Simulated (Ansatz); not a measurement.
# MgTi6: the cost of one run

Method: DFT PBE, scalar-relativistic, plane waves, PAW, in Ansatz 0.2.0.

## (1) The structure to begin with

It takes space group Pm-3m (No. 221, cubic). The conventional cell has a = 4.553 Å, b = 4.553 Å, c = 4.553 Å, α = 90.00°, β = 90.00°, γ = 90.00°. Around Mg (site symmetry m-3m) lie 24 Ti at 3.35 Å. Around Ti (site symmetry 4mm) lie 5 Ti at 1.88 to 1.89 Å.

Structure file:

```cif
data_structure
_symmetry_space_group_name_H-M 'P 1'
_symmetry_Int_Tables_number 1
_cell_length_a 4.5525
_cell_length_b 4.5525
_cell_length_c 4.5525
_cell_angle_alpha 90.000
_cell_angle_beta 90.000
_cell_angle_gamma 90.000
_cell_volume 94.35
loop_
_atom_site_label
_atom_site_type_symbol
_atom_site_fract_x
_atom_site_fract_y
_atom_site_fract_z
_atom_site_occupancy
Mg1 Mg 0.00000 0.00000 0.00000 1
Ti1 Ti 0.50000 0.50000 0.20700 1
Ti2 Ti 0.50000 0.50000 0.79300 1
Ti3 Ti 0.20700 0.50000 0.50000 1
Ti4 Ti 0.79300 0.50000 0.50000 1
Ti5 Ti 0.50000 0.20700 0.50000 1
Ti6 Ti 0.50000 0.79300 0.50000 1
```

The cell is invented: species swapped into a database cell of PrB6 (Pm-3m, No. 221), with Mg on the Pr sites and Ti on the B sites. Lengths come from tabulated atomic sizes and are only a guess.

## (2) A first look at the guess

The input, input.yaml:

```yaml
crystal:
  lattice:
    - [4.55250987, 0.0, 0.0]
    - [0.0, 4.55250987, 0.0]
    - [0.0, 0.0, 4.55250987]
  atoms:
    - { symbol: Mg, position: [0.0, 0.0, 0.0] }
    - { symbol: Ti, position: [0.5, 0.5, 0.207] }
    - { symbol: Ti, position: [0.5, 0.5, 0.793] }
    - { symbol: Ti, position: [0.207, 0.5, 0.5] }
    - { symbol: Ti, position: [0.793, 0.5, 0.5] }
    - { symbol: Ti, position: [0.5, 0.207, 0.5] }
    - { symbol: Ti, position: [0.5, 0.793, 0.5] }
basis:
  ecutwfc: 420
kpoints:
  mp_grid: { grid: [4, 4, 4] }
hamiltonian:
  xc: pbe
scf:
  occupations: { method: gaussian, width: 0.1 }
  lower_state_search: "off"
output:
  forces: true
  stress: true
  eigenvalues: true
```

Launch:

```sh
$ ansatz run input.yaml --threads 1 --pin off --max-ram 2048MiB --backend cpu --events-out ev --progress --plain --runs-dir out
```

What time and memory should one allow on 1 thread of Arm Neoverse V1, shared host?

About 4.9 s, with a peak of 0.35 GiB.
